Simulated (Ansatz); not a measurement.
# GaCu3: how settings move the results

Aim, for GaCu3: see how the k-point mesh shifted by half a step moves the results.

Computed with Ansatz 0.2.0 (DFT r2SCAN, scalar-relativistic, plane waves, PAW, unless a step's input says otherwise).

## Step 1: Starting point

It takes space group Pm-3m (No. 221, cubic). Conventional cell: a = 3.645 Å, b = 3.645 Å, c = 3.645 Å, α = 90.00°, β = 90.00°, γ = 90.00°. Around Ga (site symmetry m-3m) lie 12 Cu at 2.58 Å. Cu (site symmetry 4/mmm) has 4 Ga at 2.58 Å and 8 Cu at 2.58 Å as nearest neighbours.

Structure file:

```xyz
4
Lattice="3.6454 0.0000 0.0000 0.0000 3.6454 0.0000 0.0000 0.0000 3.6454" Properties=species:S:1:pos:R:3 pbc="T T T"
Ga    0.0000    0.0000    0.0000
Cu    1.8227    0.0000    1.8227
Cu    1.8227    1.8227    0.0000
Cu    0.0000    1.8227    1.8227
```

The structure comes from the Materials Project (structure only); it is used as listed.

## Step 2: The base run, which the others are set against

input.yaml

```yaml
crystal:
  lattice:
    - [3.64539486, 0.0, 0.0]
    - [0.0, 3.64539486, 0.0]
    - [0.0, 0.0, 3.64539486]
  atoms:
    - { symbol: Ga, position: [0.0, 0.0, 0.0] }
    - { symbol: Cu, position: [0.5, 0.0, 0.5] }
    - { symbol: Cu, position: [0.5, 0.5, 0.0] }
    - { symbol: Cu, position: [0.0, 0.5, 0.5] }
basis:
  ecutwfc: 500
kpoints:
  mp_grid: { grid: [12, 12, 12] }
hamiltonian:
  xc: r2scan
scf:
  occupations: { method: gaussian, width: 0.1 }
output:
  forces: true
  stress: true
  eigenvalues: true
  populations: true
```

It was run beforehand and gave: -5921.0906 eV/atom at zero smearing, pressure 0.30 GPa, largest force 0.000 eV/Å, no gap on the mesh, in 9 SCF cycles and 16 s.

## Step 3: K-point mesh shifted by half a step: 6×6×6

input.yaml

```yaml
crystal:
  lattice:
    - [3.64539486, 0.0, 0.0]
    - [0.0, 3.64539486, 0.0]
    - [0.0, 0.0, 3.64539486]
  atoms:
    - { symbol: Ga, position: [0.0, 0.0, 0.0] }
    - { symbol: Cu, position: [0.5, 0.0, 0.5] }
    - { symbol: Cu, position: [0.5, 0.5, 0.0] }
    - { symbol: Cu, position: [0.0, 0.5, 0.5] }
basis:
  ecutwfc: 500
kpoints:
  mp_grid: { grid: [6, 6, 6], shift: [0.5, 0.5, 0.5] }
hamiltonian:
  xc: r2scan
scf:
  occupations: { method: gaussian, width: 0.1 }
output:
  forces: true
  stress: true
  eigenvalues: true
```

## Step 4: K-point mesh shifted by half a step: 8×8×8

Changes to input.yaml since step 3:

```diff
@@ -13,3 +13,3 @@
 kpoints:
-  mp_grid: { grid: [6, 6, 6], shift: [0.5, 0.5, 0.5] }
+  mp_grid: { grid: [8, 8, 8], shift: [0.5, 0.5, 0.5] }
 hamiltonian:
```

## Step 5: K-point mesh shifted by half a step: 10×10×10

Changes to input.yaml since step 4:

```diff
@@ -13,3 +13,3 @@
 kpoints:
-  mp_grid: { grid: [8, 8, 8], shift: [0.5, 0.5, 0.5] }
+  mp_grid: { grid: [10, 10, 10], shift: [0.5, 0.5, 0.5] }
 hamiltonian:
```

(Steps that only read results are left out.)

Q: Predict the outcome of the series: the values and the trend.

The runs gave:

```
                                                 quantity                   value
largest energy shift, k-point mesh shifted by half a step  11.0 meV/atom at 6×6×6
```

In words: The densest shifted mesh lands 4.67 meV/atom from the base run.
